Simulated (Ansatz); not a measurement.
# MnF2: the cost of one run

Program: Ansatz 0.2.0. Level of theory: DFT r²SCAN+U (U_eff = 2 eV on Mn d, around-mean-field double counting), plane waves, PAW. These are calculated values, not measurements.

## Step 1: The starting structure

The structure is tetragonal, space group P4_2/mnm (No. 136). Conventional cell: a = 4.873 Å, b = 4.873 Å, c = 3.310 Å, α = 90.00°, β = 90.00°, γ = 90.00°. Mn (site symmetry mmm) is surrounded by 6 F at 2.10 to 2.13 Å. Around F (site symmetry m2m) lie 3 Mn at 2.10 to 2.13 Å.

Structure file:

```
Mn F
1.0
     4.87340    0.00000    0.00000
     0.00000    4.87340    0.00000
     0.00000    0.00000    3.30990
Mn F
2 4
Direct
  0.00000 0.00000 0.00000
  0.50000 0.50000 0.50000
  0.30500 0.30500 0.00000
  0.19500 0.80500 0.50000
  0.69500 0.69500 0.00000
  0.80500 0.19500 0.50000
```

Magnetic order typed: ferromagnetic.

## Step 2: From atoms, symmetry kept, no search

input.yaml

```yaml
crystal:
  lattice:
    - [4.87339966, 0.0, 0.0]
    - [0.0, 4.87339966, 0.0]
    - [0.0, 0.0, 3.30989977]
  atoms:
    - { symbol: Mn, position: [0.0, 0.0, 0.0], spin: 5.0 }
    - { symbol: Mn, position: [0.5, 0.5, 0.5], spin: 5.0 }
    - { symbol: F, position: [0.305, 0.305, 0.0] }
    - { symbol: F, position: [0.195, 0.805, 0.5] }
    - { symbol: F, position: [0.695, 0.695, 0.0] }
    - { symbol: F, position: [0.805, 0.195, 0.5] }
basis:
  ecutwfc: 500
  ecutrho_ratio: 4
kpoints:
  mp_grid: { grid: [4, 4, 6] }
hamiltonian:
  xc: r2scan
  hubbard:
    sites: [{ site: 0, l: d, u_eff: 2.0 }, { site: 1, l: d, u_eff: 2.0 }]
    double_counting: amf
scf:
  occupations: { method: gaussian, width: 0.05 }
  lower_state_search: "off"
  max_iter: 150
output:
  forces: true
  stress: true
  eigenvalues: true
  populations: true
  hubbard: { sites: [{ site: 0, l: d }, { site: 1, l: d }] }
magnetization:
  spin_polarized: true
```

Run with:

```
$ ansatz run input.yaml --threads 8 --pin off --max-ram 12288MiB --backend cpu --events-out ev --progress --plain --runs-dir out
```

What time and memory should one allow on 8 threads of Arm Neoverse V1, shared host?

About 6.8 s, with a peak of 0.75 GiB.
